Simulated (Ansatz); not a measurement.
# SrCl2: how the settings move a single-point run

Aim: see which settings change the result for SrCl2, by how much, and at what cost. The cell is built on a prototype (CdCl2 type) and needn't be the phase found in nature.

Computed with Ansatz 0.2.0 (reference: DFT, HSE06, plane waves, PAW, unless a step's input says otherwise).

1 further run of the same task is left out (it didn't finish).

## (1) The system as given

Symmetry: Fm-3m, No. 225, cubic system. Conventional cell: a = 6.951 Å, b = 6.951 Å, c = 6.951 Å, α = 90.00°, β = 90.00°, γ = 90.00°. Around Sr (site symmetry m-3m) lie 8 Cl at 3.01 Å. Around Cl (site symmetry -43m) lie 4 Sr at 3.01 Å.

Structure file:

```
CELL_PARAMETERS angstrom
2.45672 1.41839 4.01532
-2.45672 1.41839 4.01532
0.00000 -2.83678 4.01532
ATOMIC_POSITIONS crystal
Sr 0.00000 0.00000 0.00000
Cl 0.24995 0.24995 0.24995
Cl 0.75005 0.75005 0.75005
```

## (2) Reference

input.yaml reads:

```yaml
crystal:
  lattice:
    - [2.4567214836, 1.4183888098, 4.0153159317]
    - [-2.4567214836, 1.4183888098, 4.0153159317]
    - [0.0, -2.8367776197, 4.0153159316]
  atoms:
    - { symbol: Sr, position: [0.0, 0.0, 0.0] }
    - { symbol: Cl, position: [0.2499511381, 0.2499511381, 0.2499511381] }
    - { symbol: Cl, position: [0.7500488619, 0.7500488619, 0.7500488619] }
kpoints:
  mp_grid: { grid: [4, 4, 4] }
hamiltonian:
  xc: hse06
scf:
  occupations: { method: fixed }
  n_extra_bands: 4
output:
  forces: true
  stress: true
  eigenvalues: true
```

Run with:

```bash
$ ansatz run input.yaml --threads 4 --pin off --max-ram 3686MiB --backend cpu --events-out ev --progress --plain --runs-dir out
```

## (3) Variant: q_mesh [1, 1, 1]

input.yaml: that of step 2 with these lines changed.

```diff
@@ -16,2 +16,3 @@
   n_extra_bands: 4
+  exx: { q_mesh: [1, 1, 1] }
 output:
```

## (4) Changed: occupations.method gaussian, occupations.width 0.05

input.yaml: that of step 2 with these lines changed.

```diff
@@ -14,3 +14,3 @@
 scf:
-  occupations: { method: fixed }
+  occupations: { method: gaussian, width: 0.05 }
   n_extra_bands: 4
```

Q: Predict the outcome of this session. Wanted: for each run, ending; energy change; pressure; gap; force.

The runs gave:

```csv
run,ending,energy change,pressure (GPa),gap (eV),force (eV/Å),cycles,time
reference,converged,0,0.9,6.67,0.00,12,16 s
"1: q_mesh [1, 1, 1]",converged,-,0.9,6.67,0.00,12,16 s
"2: occupations.method gaussian, occupations.width 0.05",converged,0.0 meV/atom (σ→0),0.9,6.67,0.00,-,16 s
```

Residual by cycle in the longest SCF loop of each run; runs are numbered as in the table. The quantity is the density residual dr2, in eV.

```csv
cycle,reference,run 1,run 2
1,0.00705,0.00705,0.00705
2,0.00122,0.00122,0.0012
3,3.0e-4,3.0e-4,2.9e-4
4,6.1e-6,6.1e-6,6.1e-6
5,4.0e-6,4.0e-6,4.2e-6
6,5.7e-8,5.7e-8,5.9e-8
```

**Reading.** «occupations.method gaussian, occupations.width 0.05» leaves the energy as it was.
